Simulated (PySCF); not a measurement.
# HgH: from the state search to spectroscopic constants

One table from this session's results is given with a row withheld; the runs are named, their logs left out.

Computed with PySCF 2.14.0. Level: Hg def2-SVPD with ECP60, H def2-SVPD, scalar-relativistic core potentials.

Set-up of the first run:

Settings of the job:

```yaml
atoms: Hg, H
charge: 0
basis: Hg def2-SVPD with ECP60, H def2-SVPD
Hamiltonian: scalar-relativistic core potentials
basis_functions: 43
electrons_treated: 21
masses_in_u: 201.9706, 1.0078
levels: PBE0, PBE, r²SCAN, B2PLYP, B97-3, PBEsol, ωB97X, HF, MP2, SCS-MP2, CCSD, CCSD(T)
grid: 80 radial by 434 angular points
occupations: held fixed by the projection of orbital angular momentum
dissociation_limit: Hg + H, each in its ground configuration
starting_distance_in_angstrom: 1.695
values_of_2S_to_try: 1, 3
```

On the command line:

```
$ OMP_NUM_THREADS=1 python dia.py task.json out
```

Steps of the session up to this table: Input; The PBE0 curve of the state that the search chose; Other states along the same grid; PBE; r²SCAN; B2PLYP; B97-3 (global hybrid GGA); PBEsol (GGA); ωB97X (range-separated hybrid); UHF (mean field); MP2 and coupled cluster.

One table of the session follows, with a row left open; its other results are not shown here.

It belongs to the step «Constants by level of theory». 

```
      level  Re (Å)  ωe (cm⁻¹)  De (eV)
        UHF   1.804       1194    0.072
    UHF-MP2   1.767       1130    0.023
UHF-SCS-MP2   1.774       1157    0.036
   UHF-CCSD   1.782       1205    0.284
UHF-CCSD(T)   1.783       1201    0.294
        PBE       ?          ?        ?
     PBEsol   1.794       1238     0.51
     r²SCAN   1.796       1215     0.56
       PBE0   1.793       1238    0.380
      B97-3   1.819       1148    0.269
      ωB97X   1.793       1269    0.360
     B2PLYP   1.809       1140    0.304
```

**Question.** Estimate the row for PBE.

**Answer.** Re (Å): 1.820; ωe (cm⁻¹): 1151; De (eV): 0.369. In the column «Re (Å)» it is the highest.

De is counted to Hg + H in their ground configurations.

Caveats from the session: The bond is weak, and basis-set superposition, which was not computed, may be a sizeable part of it.
